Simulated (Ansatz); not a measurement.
Runs of Ansatz 0.2.0 on CaSi2Sb2. Symmetry: P-3m1, No. 164, trigonal system. The conventional cell has a = 4.997 Å, b = 4.997 Å, c = 5.862 Å, α = 90.00°, β = 90.00°, γ = 120.00°. Ca (site symmetry -3m) has 6 Si at 3.25 Å and 6 Sb at 3.31 Å as nearest neighbours. Si (site symmetry 3m) has 5 Sb at 2.73 to 3.13 Å as nearest neighbours. Around Sb (site symmetry 3m) lie 5 Si at 2.73 to 3.13 Å. The cell was built by a generator and needn't be a form met in nature.

```tsv
level	spin	gap on the mesh (eV)	pressure (GPa)	largest force (eV/Å)
LDA	off	none	-3.5	(b)
PBE	off	none	(a)	0.12
PBEsol	off	none	-2.3	0.14
PBEsol	SOC, no magnetisation	none	-2.2	0.14
```

Alike in all rows: task band structure; potentials or basis Ansatz PAW; cell as given; k mesh 5 × 5 × 4; cutoff (eV) 420; smearing fermi-dirac 0.05 eV.

**Question.** Fill in the values left out.

**Answer.** (a) 0.0; (b) 0.17.

Caveats: spin-orbit coupling is left out, which moves the levels of the heavy elements (some runs); the PAW data sets come from PBE, with cores solved anew for the run's functional, which leaves a small shift of forces and pressure (some runs).

A k mesh can miss the band edges, and rows without SOC leave out spin-orbit coupling on Sb.

A gap of «none» marks a metal or a gap under the smearing width.
